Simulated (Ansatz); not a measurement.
# C: a line through a two-coordinate scan

How does the energy of C (P6_3/mmc, No. 194; 8 atoms in the cell) vary with amplitude of mode 21 (1311 cm⁻¹), at strain +e along z and -e/2 along x and y = 7.00 %?

A COD entry behind a cell of this session may itself be a prediction, so a difference from it is no test against experiment.

Computed with Ansatz 0.2.0 (DFT LDA, scalar-relativistic, plane waves, PAW, unless a step's input says otherwise).

34 further runs of the same task are left out: 34 set aside as unsound or not needed. Runs told in other sessions of the task aren't counted.

### Step 1. Starting point

Symmetry: P6_3/mmc, No. 194, hexagonal system. Conventional cell: a = 2.490 Å, b = 2.490 Å, c = 8.214 Å, α = 90.00°, β = 90.00°, γ = 120.00°. C (site symmetry 3m) is surrounded by 4 C at 1.53 Å. C (site symmetry 3m) has 4 C at 1.53 to 1.55 Å in its first shell of neighbours.

Structure file:

```xyz
8
Lattice="2.4896 0.0000 0.0000 -1.2448 2.1561 0.0000 0.0000 0.0000 8.2143" Properties=species:S:1:pos:R:3 pbc="T T T"
C     0.0000    0.0000    0.7634
C     0.0000    0.0000    4.8705
C     0.0000    0.0000    3.3437
C     0.0000    0.0000    7.4509
C     0.0000    1.4374    1.2777
C     1.2448    0.7187    5.3848
C     0.0000    1.4374    2.8295
C     1.2448    0.7187    6.9366
```

This cell was relaxed beforehand with the same method: volume 5.51 Å³/atom, gap on the mesh 4.60 eV.

### Step 2. Plan of the line

The energy is mapped over a normal mode and a strain (zone-centre modes of the cell shown) (x along [1 0 0], y along [1 2 0], z along [0 0 1] of the conventional cell).

- amplitude of mode 21 (1311 cm⁻¹), largest displacement in the unstrained cell: 11 values from −0.060 to 0.060 Å
- strain +e along z and -e/2 along x and y: 7 values from −7.00 to 7.00 %

Nothing else is relaxed (the pattern is fixed in fractional coordinates). Energies count from the relaxed high-symmetry cell. Points are written as (first, second).

The modes come from a phonon run on the reference cell, made beforehand.

Displacement patterns for an amplitude of 1 (Å):

```
atom     x1     y1      z1
  C1  0.000  0.000   1.000
  C2  0.000  0.000   1.000
  C3  0.000  0.000  -1.000
  C4  0.000  0.000  -1.000
  C5  0.000  0.000  -0.777
  C6  0.000  0.000  -0.777
  C7  0.000  0.000   0.777
  C8  0.000  0.000   0.777
```

### Step 3. The run at (−0.060 Å, 7.00 %)

input.yaml reads:

```yaml
crystal:
  lattice:
    - [2.4024880687, 0.0, 0.0]
    - [-1.2012440343, 2.0806156998, 0.0]
    - [0.0, 0.0, 8.7892647126]
  atoms:
    - { symbol: C, position: [0.0, 0.0, 0.0856321665] }
    - { symbol: C, position: [0.0, 0.0, 0.5856321665] }
    - { symbol: C, position: [0.0, 0.0, 0.4143678335] }
    - { symbol: C, position: [0.0, 0.0, 0.9143678335] }
    - { symbol: C, position: [0.3333333333, 0.6666666667, 0.1612235] }
    - { symbol: C, position: [0.6666666667, 0.3333333333, 0.6612235] }
    - { symbol: C, position: [0.3333333333, 0.6666666667, 0.3387765] }
    - { symbol: C, position: [0.6666666667, 0.3333333333, 0.8387765] }
basis:
  ecutwfc: 520.0
kpoints:
  mp_grid: { grid: [12, 12, 4] }
hamiltonian:
  xc: lda
  pseudopotentials: { kind: paw, azcp: { folder: soft_1 } }
scf:
  occupations: { method: gaussian, width: 0.05 }
output:
  forces: true
  stress: true
  eigenvalues: true
```

Launch:

```sh
$ ansatz run input.yaml --threads 2 --pin off --max-ram 4096MiB --backend cpu --events-out ev --progress --plain --runs-dir out
```

The session goes on with these runs: the other points of the line.

Q: Predict the outcome of this session. Wanted: for each run, amplitude of mode 21; energy; slope; pressure; largest force on an atom.

As calculated:

```
amplitude of mode 21 (1311 cm⁻¹), largest displacement in the unstrained cell (Å)  step  energy (eV)  slope (eV per Å)  pressure (GPa)  band gap on the k-mesh (eV)  largest force on an atom (eV/Å)
                                                                           −0.060     3         2.14             −31.7             1.3                         2.14                             4.60
                                                                           −0.048     4         1.80             −24.8             1.8                         2.60                             3.59
                                                                           −0.036     –         1.54             −18.3             2.7                         3.05                             2.65
                                                                           −0.024     5         1.36             −12.3             4.0                         2.92                             1.77
                                                                           −0.012     6         1.25              −6.6             5.6                         2.78                             0.96
                                                                            0.000     7         1.20              −1.4             7.6                         2.65                             0.22
                                                                            0.012     8         1.21               3.3             9.9                         2.52                             0.46
                                                                            0.024     9         1.28               7.6            12.5                         1.87                             1.05
                                                                            0.036    10         1.39              11.3            15.2                         1.14                             1.58
                                                                            0.048    11         1.54              14.5            18.2                         0.41                             2.03
                                                                            0.060    12         1.73              16.9            21.2                         0.20                             2.38
```

Energies count from the relaxed high-symmetry cell. Rows without a step come from runs not printed here or follow by symmetry. Slopes come from the forces (and the stress, where the cell changes), not from differences of energies.

What this shows: The lowest point computed on the line is at 0.000 Å, 1.20 eV from the zero. A fit to energies and slopes at the lowest point and its two neighbours puts the minimum at 0.0034 Å, with a curvature of about 400 eV per Å². The highest point computed, at −0.060 Å, lies 0.94 eV above the lowest. This is one cut through a surface in two coordinates; the map's lowest point lies off it.

These are semilocal Kohn-Sham gaps, which aren't the measured quantity. Such gaps usually fall short of the measured ones.
